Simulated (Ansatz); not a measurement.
## Nudged elastic band run: Ba4Ti4O12F, charge -1

Input file:

```yaml
crystal:
  lattice:
    - [-4.007682, 4.007682, 4.007682]
    - [4.007682, -4.007682, 4.007682]
    - [4.007682, 4.007682, -4.007682]
  atoms:
    - { symbol: Ba, position: [0.47104392, 0.49045658, 0.5255541] }
    - { symbol: Ti, position: [0.0032477, -0.01074453, -0.00630168] }
    - { symbol: O, position: [-0.03291333, 0.24260116, 0.23894475] }
    - { symbol: O, position: [0.23076626, -0.01072791, 0.24008105] }
    - { symbol: O, position: [0.2064059, 0.22904666, -0.01931306] }
    - { symbol: Ba, position: [0.01885347, 0.02324546, 0.52029511] }
    - { symbol: Ti, position: [0.55921422, 0.5063915, 0.04664543] }
    - { symbol: O, position: [0.50252257, 0.73434142, 0.25620635] }
    - { symbol: O, position: [0.8633362, 0.60547131, 0.2575177] }
    - { symbol: O, position: [0.72008797, 0.74063585, -0.01456894] }
    - { symbol: Ba, position: [0.01099274, 0.48854256, -0.01231969] }
    - { symbol: Ti, position: [0.50385298, -0.02438436, 0.50369031] }
    - { symbol: O, position: [0.50321484, 0.25643937, 0.77775311] }
    - { symbol: O, position: [0.73430751, -0.00999388, 0.7481371] }
    - { symbol: O, position: [0.74816683, 0.23504931, 0.5162454] }
    - { symbol: Ba, position: [0.47307899, -0.05267869, -0.02673215] }
    - { symbol: Ti, position: [-0.03957134, 0.46960515, 0.47572298] }
    - { symbol: O, position: [-0.0337024, 0.73788155, 0.73355472] }
    - { symbol: O, position: [0.20862678, 0.49485037, 0.71861643] }
    - { symbol: O, position: [0.26997382, 0.75965228, 0.513519] }
    - { symbol: F, position: [0.58399969, 0.33959592, 0.2444573] }
total_charge: -1
basis:
  ecutwfc: 420.0
kpoints:
  mp_grid: { grid: [2, 2, 2] }
hamiltonian:
  xc: pbe
  dispersion: d3bj
scf:
  occupations: { method: gaussian, width: 0.05 }
  lower_state_search: "off"
neb:
  images: 5
  f_tol: 0.05
  initial_path: idpp
  max_iterations: 80
  final_atoms:
    - { symbol: Ba, position: [0.47444841, 0.50036478, 0.52727599] }
    - { symbol: Ti, position: [-0.01380201, -0.00922581, -0.00302549] }
    - { symbol: O, position: [0.02069262, 0.26537749, 0.28001208] }
    - { symbol: O, position: [0.25602219, 0.01411651, 0.26578127] }
    - { symbol: O, position: [0.2762284, 0.27244317, 0.03350271] }
    - { symbol: Ba, position: [0.01938592, 0.05437911, 0.52904737] }
    - { symbol: Ti, position: [0.50947343, 0.51516138, 0.0395423] }
    - { symbol: O, position: [0.4872603, 0.7686243, 0.25204134] }
    - { symbol: O, position: [0.74271195, 0.39422403, 0.13635275] }
    - { symbol: O, position: [0.7720297, 0.76752451, 0.03393068] }
    - { symbol: Ba, position: [0.00497796, 0.5019817, -0.01876836] }
    - { symbol: Ti, position: [0.47198615, -5.567e-05, 0.49600169] }
    - { symbol: O, position: [0.48965753, 0.24356886, 0.73004133] }
    - { symbol: O, position: [0.75905883, 0.009792, 0.7694774] }
    - { symbol: O, position: [0.75352755, 0.27496084, 0.49679102] }
    - { symbol: Ba, position: [0.47790996, -0.02301092, -0.01089049] }
    - { symbol: Ti, position: [-0.05252144, 0.4877421, 0.44085621] }
    - { symbol: O, position: [0.02294667, 0.77480161, 0.79358428] }
    - { symbol: O, position: [0.28646248, 0.51011275, 0.79163415] }
    - { symbol: O, position: [0.2319813, 0.75380611, 0.49748918] }
    - { symbol: F, position: [0.7552615, 0.6599284, 0.41552238] }
  order_check: true
```

Run as:

```bash
$ ansatz run input.yaml --threads 2 --pin off --max-ram 5120MiB --backend cpu --events-out ev --progress --plain --runs-dir out
```

Output, in part (warnings, iteration lines):

```
NEB end point (image 0): max|allowed force component| = 1.214e-2 eV/Å (the criterion of neb.relax_end_points is 1.000e-2)
NEB end point (image 6): max|allowed force component| = 2.018e-2 eV/Å (the criterion of neb.relax_end_points is 1.000e-2)
NEB iter   1: max|band force component| = 2.083e0 eV/Å  barrier→ = 2.2395 eV  barrier← = 2.2394 eV  Δτ_max = 0.2000 Å  (55 SCF iters)
NEB iter   2: max|band force component| = 1.430e0 eV/Å  barrier→ = 1.7330 eV  barrier← = 1.7329 eV  Δτ_max = 0.1093 Å  (40 SCF iters)
NEB iter   3: max|band force component| = 4.961e-1 eV/Å  barrier→ = 1.6031 eV  barrier← = 1.6030 eV  CI = image 3  Δτ_max = 0.0516 Å  (35 SCF iters)
NEB iter   4: max|band force component| = 4.172e-1 eV/Å  barrier→ = 1.5869 eV  barrier← = 1.5868 eV  CI = image 3  Δτ_max = 0.0238 Å  (33 SCF iters)
NEB iter   5: max|band force component| = 3.573e-1 eV/Å  barrier→ = 1.5735 eV  barrier← = 1.5734 eV  CI = image 3  Δτ_max = 0.0535 Å  (30 SCF iters)
NEB iter   6: max|band force component| = 3.286e-1 eV/Å  barrier→ = 1.5556 eV  barrier← = 1.5555 eV  CI = image 3  Δτ_max = 0.0519 Å  (35 SCF iters)
NEB iter   7: max|band force component| = 2.924e-1 eV/Å  barrier→ = 1.5373 eV  barrier← = 1.5372 eV  CI = image 3  Δτ_max = 0.0772 Å  (34 SCF iters)
NEB iter   8: max|band force component| = 3.494e-1 eV/Å  barrier→ = 1.5010 eV  barrier← = 1.5009 eV  CI = image 3  Δτ_max = 0.0384 Å  (35 SCF iters)
[... lines left out ...]
```

The forces met the threshold. By the program's own check the climbing image is of a kind that is not told: the force calls were inconclusive, a negative curvature could not be distinguished from the path's own, the only one lies far off the path, or fixed occupations may fill a level only in part (lowest curvatures found: -2.40 and 1.67 eV/Å²). Limits of this set-up: coarse k mesh, a small cell, in which the defect meets its images, charged cell in a uniform background, uncorrected.

Final band (atoms are numbered from 1 in the order of the input):

| image | path coordinate (Å) | energy (eV) | Ba6–O9 (Å) | Ba16–F21 (Å) | Ti17–O19 (Å) |
| --- | --- | --- | --- | --- | --- |
| 0 | 0.00 | 0.00 | 2.44 | 2.40 | 1.87 |
| 1 | 0.46 | 0.25 | 2.49 | 2.59 | 1.86 |
| 2 | 0.93 | 0.84 | 2.58 | 2.93 | 1.85 |
| 3 | 1.39 | 1.13 | 2.69 | 3.33 | 1.85 |
| 4 | 2.26 | 0.49 | 3.29 | 3.74 | 1.86 |
| 5 | 3.13 | 0.04 | 3.86 | 4.00 | 1.88 |
| 6 | 3.99 | 0.00 | 3.80 | 3.96 | 2.68 |

The run took 11 min on 2 threads of Intel(R) Xeon(R) 6975P-C (Granite Rapids) (shared host), peak memory 1.5 GiB.
